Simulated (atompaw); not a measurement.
# Pm: the cost of one run

Method: atompaw 4.2.0.5, PBEsol, scalar-relativistic.

### 1 The atom and the settings

Typed settings, in words:

```json
{
 "element": "promethium (Pm, Z = 61)",
 "type": "PAW",
 "frozen core": "[Kr] 4d10",
 "valence charge": "15",
 "reference configuration": "4f4 5s2 5p6 5d1 6s2 6p0",
 "partial waves": "5s (bound): rc 2.40 bohr; 6s (bound): rc 2.00 bohr; 5p (bound): rc 1.85 bohr; 6p (bound, empty): rc 3.00 bohr; 5d (bound): rc 3.00 bohr; 5d channel at 0.1 Ry: rc 3.00 bohr; 4f (bound): rc 1.20 bohr; 4f channel at 1.7 Ry: rc 1.20 bohr",
 "local potential": "troulliermartins scheme with l = 4 at -0.5 Ry, radius 2.65 bohr",
 "core correction": "smooth core density matched at 3.00 bohr",
 "augmentation charge": "sinc compensation charge, radius 2.30 bohr; PAW radius 3.00 bohr; waves and projectors: custom rrkj gramschmidtortho"
}
```

The outer shells as boxes (Hund's rule for the drawing; the calculation is spin-unpolarised):

```
[Kr] core
4d [↑↓][↑↓][↑↓][↑↓][↑↓]
4f [↑ ][↑ ][↑ ][↑ ][  ][  ][  ]
5s [↑↓]
5p [↑↓][↑↓][↑↓]
5d [↑ ][  ][  ][  ][  ]
6s [↑↓]
6p [  ][  ][  ]
```

The nodes and maxima of the atom's own shells, from an earlier all-electron run, set the scale for the radii.

All-electron outer shells of the reference configuration (PBEsol, scalar-relativistic, ld1.x):

```
shell  level (eV)  outermost node (bohr)  outermost maximum (bohr)
   4p     -243.26                   0.31                      0.58
   4d     -129.20                   0.29                      0.60
   5s      -45.24                   0.70                      1.27
   5p      -25.35                   0.75                      1.44
   4f       -7.52                      –                      0.62
   6s       -3.96                   1.70                      3.54
   5d       -2.86                   0.85                      2.04
   6p       -1.32                   2.03                      4.72
```

### 2 Generating the potential

File Pm.input:

```
Pm 61
GGA-PBESOL scalarrelativistic loggrid 2001 logderivrange -5 5 251
6 6 5 4 0 0
6 1 0
5 2 1
4 3 4
0 0 0
c
c
c
c
v
v
c
c
c
v
v
c
c
v
v
3
3.00 2.30 2.65 3.00
n
n
y
0.1
n
y
1.7
n
custom rrkj gramschmidtortho sinc
4 -0.5 troulliermartins
2.40
2.00
1.85
3.00
3.00
3.00
1.20
1.20
PWSCFOUT
UPFDX 0.0125d0 UPFXMIN -7.d0 UPFZMESH 61.d0
END
```

Run with:

```sh
atompaw < Pm.input > Pm.log
```

**Question.** How long does this run take on 1 thread of Intel Xeon Platinum 8488C, shared host?

About 12 s.
